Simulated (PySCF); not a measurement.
# S²⁺: excitation energies in def2-QZVPPD, part 2 of 2

Each state of sulfur is computed at each level; their differences give the excitation energy. How far do the methods differ?

PySCF 2.14.0; def2-QZVPPD, no relativity, point nucleus. The scripts are equivalent inputs of a driver's runs. The steps go on from the part before.

**4. S²⁺ [Ne] 3s2 3p1 4s1: the ladder of methods**

#### UHF

The input, input.py:

```python
from pyscf import gto, scf, dft, mp, cc
import basis_set_exchange as bse
mol = gto.M(atom="S 0 0 0", charge=2, spin=2, symmetry="D2h",
            basis=gto.basis.parse(bse.get_basis("def2-QZVPPD", elements=["S"], fmt="nwchem")))
mf = scf.UHF(mol)
mf.irrep_nelec = {'Ag': (4, 3), 'B1u': (1, 1), 'B2u': (2, 1), 'B3u': (1, 1)}
mf.kernel()
```

Standard output:

```text
damping factor = 0
level_shift factor = 0
DIIS = <class 'pyscf.scf.diis.CDIIS'>
diis_start_cycle = 1
diis_space = 10
diis_damp = 0
SCF conv_tol = 1e-09
SCF conv_tol_grad = None
number electrons alpha = 8  beta = 6
cycle= 1 E= -395.681154517796  delta_E= -0.00545  |g|= 0.0318  |ddm|= 0.0709
cycle= 2 E= -395.682680107419  delta_E= -0.00153  |g|= 0.018  |ddm|= 0.066
cycle= 3 E= -395.685531295212  delta_E= -0.00285  |g|= 0.0189  |ddm|= 0.141
cycle= 4 E= -395.681160688184  delta_E= 0.00437  |g|= 0.0055  |ddm|= 0.305
cycle= 5 E= -395.681058664931  delta_E= 0.000102  |g|= 0.00263  |ddm|= 0.0494
cycle= 6 E= -395.681061620584  delta_E= -2.96e-06  |g|= 0.000363  |ddm|= 0.0337
cycle= 7 E= -395.681061666464  delta_E= -4.59e-08  |g|= 9.94e-05  |ddm|= 0.00286
cycle= 8 E= -395.681061675984  delta_E= -9.52e-09  |g|= 2.65e-05  |ddm|= 0.000903
cycle= 9 E= -395.681061676504  delta_E= -5.2e-10  |g|= 7.25e-06  |ddm|= 0.000608
converged SCF energy = -395.681061676504  <S^2> = 2.0110167  2S+1 = 3.0073355
```

It used 5.4 s of CPU time after the integrals (shared host).

The occupied shells:

| shell | electrons | mean orbital energy (eV) | spread (eV) | rms radius (bohr) |
| --- | --- | --- | --- | --- |
| 1s α | 1 | -2538.6 | 0 | 0.113 |
| 1s β | 1 | -2538.1 | 0 | 0.113 |
| 2s α | 1 | -278.86 | 0 | 0.516 |
| 2s β | 1 | -278.28 | 0 | 0.516 |
| 2p α | 3 | -215.53 | 0.690 | 0.491 |
| 2p β | 3 | -214.78 | 0.790 | 0.491 |
| 3s α | 1 | -51.948 | 0 | 1.65 |
| 3s β | 1 | -47.976 | 0 | 1.65 |
| 3p α | 1 | -39.413 | 0 | 1.83 |
| 4s α | 1 | -16.293 | 0 | 4.11 |

⟨S²⟩ = 2.011, ⟨L²⟩ = 2.08.

Spin-orbit constants on these orbitals (cm⁻¹; bare nucleus, screened nucleus, mean field): 3p 677.6, 592.9, 548.5. To first order in LS coupling the lowest level has J = 0 and lies 0.0680 eV below the centre of the term.

#### LDA

input.py differs from the last one in:

```diff
@@ -4,3 +4,3 @@
             basis=gto.basis.parse(bse.get_basis("def2-QZVPPD", elements=["S"], fmt="nwchem")))
-mf = scf.UHF(mol)
+mf = dft.UKS(mol, xc="LDA,VWN")
 mf.irrep_nelec = {'Ag': (4, 3), 'B1u': (1, 1), 'B2u': (2, 1), 'B3u': (1, 1)}
```

Standard output:

```text
damping factor = 0
level_shift factor = 0
DIIS = <class 'pyscf.scf.diis.CDIIS'>
diis_start_cycle = 1
diis_space = 10
diis_damp = 0
SCF conv_tol = 1e-09
SCF conv_tol_grad = None
number electrons alpha = 8  beta = 6
XC functionals = LDA,VWN
    P. A. M. Dirac.,  Math. Proc. Cambridge Philos. Soc. 26, 376 (1930)
    F. Bloch.,  Z. Phys. 57, 545 (1929)
    S. H. Vosko, L. Wilk, and M. Nusair.,  Can. J. Phys. 58, 1200 (1980)
cycle= 1 E= -394.841370891936  delta_E= -0.0172  |g|= 0.0471  |ddm|= 0.481
cycle= 2 E= -394.841476924683  delta_E= -0.000106  |g|= 0.0166  |ddm|= 0.0339
cycle= 3 E= -394.841491447345  delta_E= -1.45e-05  |g|= 0.000925  |ddm|= 0.00589
cycle= 4 E= -394.841491552246  delta_E= -1.05e-07  |g|= 9.23e-05  |ddm|= 0.00165
cycle= 5 E= -394.841491553946  delta_E= -1.7e-09  |g|= 5.89e-06  |ddm|= 0.000197
cycle= 6 E= -394.841491553958  delta_E= -1.21e-11  |g|= 2.52e-07  |ddm|= 1.28e-05
converged SCF energy = -394.841491553958  <S^2> = 2.0012559  2S+1 = 3.0008371
```

It used 1.1 s of CPU time after the integrals (shared host).

#### PBE

input.py differs from the last one in:

```diff
@@ -4,3 +4,3 @@
             basis=gto.basis.parse(bse.get_basis("def2-QZVPPD", elements=["S"], fmt="nwchem")))
-mf = dft.UKS(mol, xc="LDA,VWN")
+mf = dft.UKS(mol, xc="PBE")
 mf.irrep_nelec = {'Ag': (4, 3), 'B1u': (1, 1), 'B2u': (2, 1), 'B3u': (1, 1)}
```

Standard output:

```text
damping factor = 0
level_shift factor = 0
DIIS = <class 'pyscf.scf.diis.CDIIS'>
diis_start_cycle = 1
diis_space = 10
diis_damp = 0
SCF conv_tol = 1e-09
SCF conv_tol_grad = None
number electrons alpha = 8  beta = 6
XC functionals = PBE
    J. P. Perdew, K. Burke, and M. Ernzerhof.,  Phys. Rev. Lett. 77, 3865 (1996)
    J. P. Perdew, K. Burke, and M. Ernzerhof.,  Phys. Rev. Lett. 78, 1396 (1997)
    J. P. Perdew, K. Burke, and M. Ernzerhof.,  Phys. Rev. Lett. 77, 3865 (1996)
    J. P. Perdew, K. Burke, and M. Ernzerhof.,  Phys. Rev. Lett. 78, 1396 (1997)
cycle= 1 E= -396.056440556727  delta_E= -0.0108  |g|= 0.0173  |ddm|= 0.501
cycle= 2 E= -396.056505550075  delta_E= -6.5e-05  |g|= 0.00538  |ddm|= 0.0246
cycle= 3 E= -396.056507814723  delta_E= -2.26e-06  |g|= 0.000625  |ddm|= 0.00345
cycle= 4 E= -396.056507953075  delta_E= -1.38e-07  |g|= 8.5e-05  |ddm|= 0.00115
cycle= 5 E= -396.056507955512  delta_E= -2.44e-09  |g|= 1.52e-05  |ddm|= 0.000268
cycle= 6 E= -396.056507955525  delta_E= -1.35e-11  |g|= 8.17e-07  |ddm|= 3.01e-05
converged SCF energy = -396.056507955525  <S^2> = 2.0030959  2S+1 = 3.0020632
```

CPU time 1.7 s on a shared host, the integrals not counted.

#### PBE0

input.py differs from the last one in:

```diff
@@ -4,3 +4,3 @@
             basis=gto.basis.parse(bse.get_basis("def2-QZVPPD", elements=["S"], fmt="nwchem")))
-mf = dft.UKS(mol, xc="PBE")
+mf = dft.UKS(mol, xc="PBE0")
 mf.irrep_nelec = {'Ag': (4, 3), 'B1u': (1, 1), 'B2u': (2, 1), 'B3u': (1, 1)}
```

Standard output:

```text
damping factor = 0
level_shift factor = 0
DIIS = <class 'pyscf.scf.diis.CDIIS'>
diis_start_cycle = 1
diis_space = 10
diis_damp = 0
SCF conv_tol = 1e-09
SCF conv_tol_grad = None
number electrons alpha = 8  beta = 6
XC functionals = PBE0
    C. Adamo and V. Barone.,  J. Chem. Phys. 110, 6158 (1999)
    M. Ernzerhof and G. E. Scuseria.,  J. Chem. Phys. 110, 5029 (1999)
cycle= 1 E= -396.083790553377  delta_E= -0.00812  |g|= 0.0183  |ddm|= 0.402
cycle= 2 E= -396.090983178644  delta_E= -0.00719  |g|= 0.0347  |ddm|= 0.533
cycle= 3 E= -396.083033923628  delta_E= 0.00795  |g|= 0.00515  |ddm|= 0.458
cycle= 4 E= -396.082912476471  delta_E= 0.000121  |g|= 0.00219  |ddm|= 0.0821
cycle= 5 E= -396.082897853123  delta_E= 1.46e-05  |g|= 0.00075  |ddm|= 0.0286
cycle= 6 E= -396.082896743156  delta_E= 1.11e-06  |g|= 0.00024  |ddm|= 0.00582
cycle= 7 E= -396.082896783058  delta_E= -3.99e-08  |g|= 2.52e-05  |ddm|= 0.00291
cycle= 8 E= -396.08289678292  delta_E= 1.37e-10  |g|= 4.42e-06  |ddm|= 0.000303
converged SCF energy = -396.08289678292  <S^2> = 2.004367  2S+1 = 3.0029099
```

CPU time 2.6 s on a shared host, the integrals not counted.

#### r2SCAN

input.py differs from the last one in:

```diff
@@ -4,3 +4,3 @@
             basis=gto.basis.parse(bse.get_basis("def2-QZVPPD", elements=["S"], fmt="nwchem")))
-mf = dft.UKS(mol, xc="PBE0")
+mf = dft.UKS(mol, xc="R2SCAN")
 mf.irrep_nelec = {'Ag': (4, 3), 'B1u': (1, 1), 'B2u': (2, 1), 'B3u': (1, 1)}
```

Standard output:

```text
damping factor = 0
level_shift factor = 0
DIIS = <class 'pyscf.scf.diis.CDIIS'>
diis_start_cycle = 1
diis_space = 10
diis_damp = 0
SCF conv_tol = 1e-09
SCF conv_tol_grad = None
number electrons alpha = 8  beta = 6
XC functionals = R2SCAN
    J. W. Furness, A. D. Kaplan, J. Ning, J. P. Perdew, and J. Sun.,  J. Phys. Chem. Lett. 11, 8208-8215 (2020)
    J. W. Furness, A. D. Kaplan, J. Ning, J. P. Perdew, and J. Sun.,  J. Phys. Chem. Lett. 11, 9248-9248 (2020)
    J. W. Furness, A. D. Kaplan, J. Ning, J. P. Perdew, and J. Sun.,  J. Phys. Chem. Lett. 11, 8208-8215 (2020)
    J. W. Furness, A. D. Kaplan, J. Ning, J. P. Perdew, and J. Sun.,  J. Phys. Chem. Lett. 11, 9248-9248 (2020)
cycle= 1 E= -396.174666689928  delta_E= -0.00776  |g|= 0.0159  |ddm|= 0.323
cycle= 2 E= -396.174811674132  delta_E= -0.000145  |g|= 0.00375  |ddm|= 0.0545
cycle= 3 E= -396.174816494691  delta_E= -4.82e-06  |g|= 0.00118  |ddm|= 0.0228
cycle= 4 E= -396.174815153927  delta_E= 1.34e-06  |g|= 0.00024  |ddm|= 0.00692
cycle= 5 E= -396.174815154957  delta_E= -1.03e-09  |g|= 3.89e-05  |ddm|= 0.000502
cycle= 6 E= -396.17481515488  delta_E= 7.75e-11  |g|= 3.13e-06  |ddm|= 7.25e-05
converged SCF energy = -396.17481515488  <S^2> = 2.0073022  2S+1 = 3.0048642
```

It used 3.7 s of CPU time after the integrals (shared host).

#### CAM-B3LYP

input.py differs from the last one in:

```diff
@@ -4,3 +4,3 @@
             basis=gto.basis.parse(bse.get_basis("def2-QZVPPD", elements=["S"], fmt="nwchem")))
-mf = dft.UKS(mol, xc="R2SCAN")
+mf = dft.UKS(mol, xc="CAMB3LYP")
 mf.irrep_nelec = {'Ag': (4, 3), 'B1u': (1, 1), 'B2u': (2, 1), 'B3u': (1, 1)}
```

Standard output:

```text
damping factor = 0
level_shift factor = 0
DIIS = <class 'pyscf.scf.diis.CDIIS'>
diis_start_cycle = 1
diis_space = 10
diis_damp = 0
SCF conv_tol = 1e-09
SCF conv_tol_grad = None
number electrons alpha = 8  beta = 6
XC functionals = CAMB3LYP
    T. Yanai, D. P. Tew, and N. C. Handy.,  Chem. Phys. Lett. 393, 51 (2004)
cycle= 1 E= -396.23984620686  delta_E= -0.0105  |g|= 0.0193  |ddm|= 0.306
cycle= 2 E= -396.246329395887  delta_E= -0.00648  |g|= 0.0287  |ddm|= 0.258
cycle= 3 E= -396.24603706555  delta_E= 0.000292  |g|= 0.0282  |ddm|= 0.00922
cycle= 4 E= -396.238998261367  delta_E= 0.00704  |g|= 0.00892  |ddm|= 0.428
cycle= 5 E= -396.239079526699  delta_E= -8.13e-05  |g|= 0.00648  |ddm|= 0.031
cycle= 6 E= -396.239058031146  delta_E= 2.15e-05  |g|= 0.00231  |ddm|= 0.0447
cycle= 7 E= -396.239044532383  delta_E= 1.35e-05  |g|= 0.000833  |ddm|= 0.0351
cycle= 8 E= -396.239044430017  delta_E= 1.02e-07  |g|= 0.000111  |ddm|= 0.00723
cycle= 9 E= -396.239044421215  delta_E= 8.8e-09  |g|= 4.27e-06  |ddm|= 0.00121
cycle= 10 E= -396.239044421183  delta_E= 3.17e-11  |g|= 1.02e-06  |ddm|= 3.82e-05
converged SCF energy = -396.239044421183  <S^2> = 2.0034265  2S+1 = 3.0022835
```

CPU time 4.6 s on a shared host, the integrals not counted.

#### BLYP

input.py differs from the last one in:

```diff
@@ -4,3 +4,3 @@
             basis=gto.basis.parse(bse.get_basis("def2-QZVPPD", elements=["S"], fmt="nwchem")))
-mf = dft.UKS(mol, xc="CAMB3LYP")
+mf = dft.UKS(mol, xc="BLYP")
 mf.irrep_nelec = {'Ag': (4, 3), 'B1u': (1, 1), 'B2u': (2, 1), 'B3u': (1, 1)}
```

Standard output:

```text
damping factor = 0
level_shift factor = 0
DIIS = <class 'pyscf.scf.diis.CDIIS'>
diis_start_cycle = 1
diis_space = 10
diis_damp = 0
SCF conv_tol = 1e-09
SCF conv_tol_grad = None
number electrons alpha = 8  beta = 6
XC functionals = BLYP
    A. D. Becke.,  Phys. Rev. A 38, 3098 (1988)
    C. Lee, W. Yang, and R. G. Parr.,  Phys. Rev. B 37, 785 (1988)
    B. Miehlich, A. Savin, H. Stoll, and H. Preuss.,  Chem. Phys. Lett. 157, 200 (1989)
cycle= 1 E= -396.252114766431  delta_E= -0.0128  |g|= 0.0117  |ddm|= 0.494
cycle= 2 E= -396.252164733088  delta_E= -5e-05  |g|= 0.00189  |ddm|= 0.033
cycle= 3 E= -396.25216571615  delta_E= -9.83e-07  |g|= 0.00027  |ddm|= 0.00535
cycle= 4 E= -396.252165736503  delta_E= -2.04e-08  |g|= 2.26e-05  |ddm|= 0.000551
cycle= 5 E= -396.252165736863  delta_E= -3.6e-10  |g|= 3.26e-06  |ddm|= 7.9e-05
converged SCF energy = -396.252165736863  <S^2> = 2.002584  2S+1 = 3.0017222
```

CPU time 1.2 s on a shared host, the integrals not counted.

#### BHandHLYP

input.py differs from the last one in:

```diff
@@ -4,3 +4,3 @@
             basis=gto.basis.parse(bse.get_basis("def2-QZVPPD", elements=["S"], fmt="nwchem")))
-mf = dft.UKS(mol, xc="BLYP")
+mf = dft.UKS(mol, xc="BHANDHLYP")
 mf.irrep_nelec = {'Ag': (4, 3), 'B1u': (1, 1), 'B2u': (2, 1), 'B3u': (1, 1)}
```

Standard output:

```text
damping factor = 0
level_shift factor = 0
DIIS = <class 'pyscf.scf.diis.CDIIS'>
diis_start_cycle = 1
diis_space = 10
diis_damp = 0
SCF conv_tol = 1e-09
SCF conv_tol_grad = None
number electrons alpha = 8  beta = 6
XC functionals = BHANDHLYP
    A. D. Becke.,  J. Chem. Phys. 98, 1372 (1993)
    Defined through Gaussian implementation.
cycle= 1 E= -396.243990315962  delta_E= -0.00823  |g|= 0.026  |ddm|= 0.306
cycle= 2 E= -396.260804621723  delta_E= -0.0168  |g|= 0.043  |ddm|= 0.488
cycle= 3 E= -396.246473001219  delta_E= 0.0143  |g|= 0.025  |ddm|= 0.427
cycle= 4 E= -396.241293870111  delta_E= 0.00518  |g|= 0.0154  |ddm|= 0.41
cycle= 5 E= -396.241408188943  delta_E= -0.000114  |g|= 0.0136  |ddm|= 0.0298
cycle= 6 E= -396.241501664675  delta_E= -9.35e-05  |g|= 0.00621  |ddm|= 0.0925
cycle= 7 E= -396.241428825097  delta_E= 7.28e-05  |g|= 0.000993  |ddm|= 0.0783
cycle= 8 E= -396.24142933823  delta_E= -5.13e-07  |g|= 0.000152  |ddm|= 0.0113
cycle= 9 E= -396.241429320347  delta_E= 1.79e-08  |g|= 4.8e-06  |ddm|= 0.00193
cycle= 10 E= -396.241429320286  delta_E= 6.16e-11  |g|= 1.17e-06  |ddm|= 3.99e-05
converged SCF energy = -396.241429320286  <S^2> = 2.0050736  2S+1 = 3.0033805
```

CPU time 2.8 s on a shared host, the integrals not counted.

#### B2PLYP

input.py differs from the last one in:

```diff
@@ -4,3 +4,3 @@
             basis=gto.basis.parse(bse.get_basis("def2-QZVPPD", elements=["S"], fmt="nwchem")))
-mf = dft.UKS(mol, xc="BHANDHLYP")
+mf = dft.UKS(mol, xc="0.53*HF + 0.47*B88, 0.73*LYP")
 mf.irrep_nelec = {'Ag': (4, 3), 'B1u': (1, 1), 'B2u': (2, 1), 'B3u': (1, 1)}
```

Standard output:

```text
damping factor = 0
level_shift factor = 0
DIIS = <class 'pyscf.scf.diis.CDIIS'>
diis_start_cycle = 1
diis_space = 10
diis_damp = 0
SCF conv_tol = 1e-09
SCF conv_tol_grad = None
number electrons alpha = 8  beta = 6
XC functionals = 0.53*HF + 0.47*B88, 0.73*LYP
    A. D. Becke.,  Phys. Rev. A 38, 3098 (1988)
    C. Lee, W. Yang, and R. G. Parr.,  Phys. Rev. B 37, 785 (1988)
    B. Miehlich, A. Savin, H. Stoll, and H. Preuss.,  Chem. Phys. Lett. 157, 200 (1989)
cycle= 1 E= -396.092517186434  delta_E= -0.00723  |g|= 0.0249  |ddm|= 0.253
cycle= 2 E= -396.10298250232  delta_E= -0.0105  |g|= 0.0355  |ddm|= 0.349
cycle= 3 E= -396.098530612525  delta_E= 0.00445  |g|= 0.0296  |ddm|= 0.136
cycle= 4 E= -396.090595215293  delta_E= 0.00794  |g|= 0.0148  |ddm|= 0.487
cycle= 5 E= -396.090745504326  delta_E= -0.00015  |g|= 0.0118  |ddm|= 0.0483
cycle= 6 E= -396.090808977241  delta_E= -6.35e-05  |g|= 0.00588  |ddm|= 0.0726
cycle= 7 E= -396.090767077859  delta_E= 4.19e-05  |g|= 0.00113  |ddm|= 0.0801
cycle= 8 E= -396.090768022435  delta_E= -9.45e-07  |g|= 0.0002  |ddm|= 0.011
cycle= 9 E= -396.090768034924  delta_E= -1.25e-08  |g|= 4.89e-06  |ddm|= 0.00236
cycle= 10 E= -396.090768034892  delta_E= 3.24e-11  |g|= 3.73e-07  |ddm|= 7.53e-05
converged SCF energy = -396.090768034892  <S^2> = 2.005843  2S+1 = 3.0038928
```

It used 3 s of CPU time after the integrals (shared host).

Script and log cover the SCF part. The PT2 part, added by the driver, -0.08888 hartree before scaling by 0.27, brings the total to -396.114765 hartree.

**5. S²⁺ [Ne] 3s2 3p1 4s1, continued**

#### MP2 (valence)

The input, input.py:

```python
from pyscf import gto, scf, dft, mp, cc
import basis_set_exchange as bse
mol = gto.M(atom="S 0 0 0", charge=2, spin=2, symmetry="D2h",
            basis=gto.basis.parse(bse.get_basis("def2-QZVPPD", elements=["S"], fmt="nwchem")))
mf = scf.UHF(mol)
mf.irrep_nelec = {'Ag': (4, 3), 'B1u': (1, 1), 'B2u': (2, 1), 'B3u': (1, 1)}
mf.kernel()
mp.UMP2(mf, frozen=5).kernel()
```

This step left no log, only its results.

CPU time 0.21 s on a shared host, the integrals not counted.

With 4 electrons correlated, the MP2 correlation energy is -0.06878 hartree (-0.01029 same spin, -0.05849 opposite spin); the SCS form gives -0.07362. Largest pairs of shells: 3s-3s -0.0286, 3s-3p -0.0244, 3s-4s -0.0117, 3p-4s -0.0042, 4s-4s 0.0000.

#### MP2 (valence and next inner shell)

input.py differs from the last one in:

```diff
@@ -7,2 +7,2 @@
 mf.kernel()
-mp.UMP2(mf, frozen=5).kernel()
+mp.UMP2(mf, frozen=1).kernel()
```

The driver printed no log here.

It used 0.31 s of CPU time after the integrals (shared host).

With 12 electrons correlated, the MP2 correlation energy is -0.25407 hartree (-0.06788 same spin, -0.18618 opposite spin); the SCS form gives -0.24605. Largest pairs of shells: 2p-2p -0.1119, 2s-2p -0.0305, 3s-3s -0.0286, 3s-3p -0.0244, 2p-3s -0.0236.

Radial density 4πr²ρ of S²⁺ at UHF:

| r (bohr) | density | spin density |
| --- | --- | --- |
| 0.00191 | 0.115 | 0.000 |
| 0.00321 | 0.313 | 0.000 |
| 0.00540 | 0.827 | 0.001 |
| 0.00909 | 2.08 | 0.002 |
| 0.0153 | 4.83 | 0.004 |
| 0.0257 | 9.80 | 0.008 |
| 0.0433 | 15.9 | 0.015 |
| 0.0728 | 18.2 | 0.026 |
| 0.122 | 13.6 | 0.064 |
| 0.206 | 13.0 | 0.163 |
| 0.346 | 17.7 | 0.163 |
| 0.582 | 9.52 | -0.008 |
| 0.980 | 2.61 | 0.478 |
| 1.65 | 2.05 | 0.682 |
| 2.77 | 0.533 | 0.367 |
| 4.66 | 0.226 | 0.225 |
| 7.84 | 0.00946 | 0.009 |

**6. How the shells move**

Highest occupied Hartree-Fock shell of each state: S²⁺ [Ne] 3s2 3p1 3d1 3d α at -17.688 eV; S²⁺ [Ne] 3s2 3p1 4s1 4s α at -16.293 eV.

**7. Differences of total energies**

Excitation energy: S²⁺ [Ne] 3s2 3p2 (3P) → S²⁺ [Ne] 3s2 3p1 3d1 (high-spin determinant).

| method | value (eV) |
| --- | --- |
| UHF | 16.660 |
| LDA | 14.980 |
| PBE | 14.910 |
| PBE0 | 15.409 |
| r2SCAN | 15.485 |
| CAM-B3LYP | 15.455 |
| BLYP | 14.811 |
| BHandHLYP | 15.799 |
| B2PLYP | 15.405 |
| MP2 (valence) | 15.943 |
| SCS-MP2 (valence) | 15.897 |
| MP2 (valence and next inner shell) | 15.891 |
| SCS-MP2 (valence and next inner shell) | 15.860 |

A first-order spin-orbit estimate (lowest level to lowest level, LS coupling) adds 0.017 eV. The determinant of S2+ mixes LS terms, which raises its energy at the Hartree-Fock and MP2 levels.

Excitation energy: S²⁺ [Ne] 3s2 3p2 (3P) → S²⁺ [Ne] 3s2 3p1 4s1 (3P).

| method | value (eV) |
| --- | --- |
| UHF | 17.891 |
| LDA | 17.803 |
| PBE | 17.834 |
| PBE0 | 17.998 |
| r2SCAN | 18.387 |
| CAM-B3LYP | 17.941 |
| BLYP | 17.693 |
| BHandHLYP | 17.971 |
| B2PLYP | 17.904 |
| MP2 (valence) | 17.999 |
| SCS-MP2 (valence) | 17.984 |
| MP2 (valence and next inner shell) | 17.978 |
| SCS-MP2 (valence and next inner shell) | 17.968 |

A first-order spin-orbit estimate (lowest level to lowest level, LS coupling) adds -0.007 eV.

The differences also use runs on S²⁺ [Ne] 3s2 3p2 (3P), which are not shown here.

**8. Outcome**

What follows sums up all 2 parts.

| quantity | value |
| --- | --- |
| excitation energy, S²⁺ → [Ne] 3s2 3p1 3d1 | UHF 16.660, MP2 (valence and next inner shell) 15.891 eV |
| excitation energy, S²⁺ → [Ne] 3s2 3p1 4s1 | UHF 17.891, MP2 (valence and next inner shell) 17.978 eV |

**Reading.** For the first difference the methods span 1.849 eV, from BLYP (14.811) to UHF (16.660). No reference value is at hand in this session. All values hold for this basis alone; no basis-set limit was taken.
